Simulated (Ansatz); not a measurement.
# C5H15NO4W: the cost of one run

Program: Ansatz 0.2.0, Gaussian basis. Level of theory: one geometry, several basis sets. These are calculated values, not measurements.

Plan: PBE0-D4/def2-SVP; ωB97M-V/def2-SVP; PBE0-D4/def2-QZVPP; ωB97M-V/def2-QZVPP; the functionals' def2-TZVPP values are taken from earlier runs.

### 1 The relaxed structure

All runs share one geometry, relaxed beforehand with PBE0-D4 in a triple-zeta def2 set. W takes the def2 core potential; no spin-orbit term is included.

SMILES `C[N]=[W]([O]C)([O]C)([O]C)[O]C`, 26 atoms, charge 0, spin multiplicity 1.

Atoms are counted from 1 here; the program's logs count them from 0.

Bond lengths: C1–N2 1.413 Å, C1–H12 1.095 Å, C1–H13 1.095 Å, C1–H14 1.095 Å, N2–W3 1.727 Å, W3–O4 1.933 Å, W3–O6 1.886 Å, W3–O8 1.935 Å, W3–O10 1.904 Å, O4–C5 1.397 Å, C5–H15 1.096 Å, C5–H16 1.097 Å, C5–H17 1.095 Å, O6–C7 1.392 Å, C7–H18 1.096 Å, C7–H19 1.094 Å, C7–H20 1.096 Å, O8–C9 1.399 Å and more. Angles: N2–C1–H12 111.0°, N2–C1–H13 110.8°, N2–C1–H14 110.4°, H12–C1–H13 108.1°, H12–C1–H14 108.2°, H13–C1–H14 108.2°, C1–N2–W3 173.1°, N2–W3–O4 105.9°, N2–W3–O6 109.0°, N2–W3–O8 98.3°, N2–W3–O10 108.9°, O4–W3–O6 83.7°, O4–W3–O8 85.1°, O4–W3–O10 145.0°, O6–W3–O8 152.4°, O6–W3–O10 88.2°, O8–W3–O10 86.7°, W3–O4–C5 129.3° and more.

### 2 PBE0-D4 in def2-SVP

The input, in.yaml:

```yaml
crystal:
  periodic: [false, false, false]
  atoms:
    - {symbol: C, position_ang: [-0.516027, -2.833672, -1.189045]}
    - {symbol: N, position_ang: [-0.198766, -1.550849, -0.689253]}
    - {symbol: W, position_ang: [0.185010, 0.081279, -0.276413]}
    - {symbol: O, position_ang: [-1.485943, 0.905288, 0.238437]}
    - {symbol: C, position_ang: [-2.437262, 0.471102, 1.164232]}
    - {symbol: O, position_ang: [0.004734, 1.162540, -1.810687]}
    - {symbol: C, position_ang: [-1.009142, 1.767029, -2.548928]}
    - {symbol: O, position_ang: [0.456573, -0.167713, 1.623550]}
    - {symbol: C, position_ang: [0.713176, 0.895802, 2.495308]}
    - {symbol: O, position_ang: [2.069763, 0.323519, -0.401213]}
    - {symbol: C, position_ang: [3.157688, -0.341155, 0.165899]}
    - {symbol: H, position_ang: [-1.560378, -2.879672, -1.514845]}
    - {symbol: H, position_ang: [0.119342, -3.086714, -2.044271]}
    - {symbol: H, position_ang: [-0.364700, -3.593468, -0.414846]}
    - {symbol: H, position_ang: [-1.960877, 0.036477, 2.050828]}
    - {symbol: H, position_ang: [-3.086960, -0.293207, 0.720636]}
    - {symbol: H, position_ang: [-3.058827, 1.317456, 1.473374]}
    - {symbol: H, position_ang: [-1.327264, 1.112527, -3.368122]}
    - {symbol: H, position_ang: [-0.644155, 2.706950, -2.972857]}
    - {symbol: H, position_ang: [-1.869328, 1.972826, -1.901882]}
    - {symbol: H, position_ang: [0.792357, 0.514761, 3.517673]}
    - {symbol: H, position_ang: [1.653535, 1.404664, 2.242563]}
    - {symbol: H, position_ang: [-0.092063, 1.642216, 2.465966]}
    - {symbol: H, position_ang: [2.932575, -0.644887, 1.195322]}
    - {symbol: H, position_ang: [3.403443, -1.239566, -0.411650]}
    - {symbol: H, position_ang: [4.029194, 0.320165, 0.170120]}
basis:
  gaussian: {orbitals: def2-SVP}
hamiltonian: {xc: pbe0, dispersion: d4}
output: {orbitals: {seedname: orbitals}}
```

On the command line:

```bash
> ansatz run in.yaml --threads 11 --pin off --events-out ev --progress --plain --max-ram 166912MiB --backend cpu
```

What time and memory should one allow on 11 threads of AMD EPYC 7R13, shared host?

About 3.8 s, with a peak of 1.4 GiB.
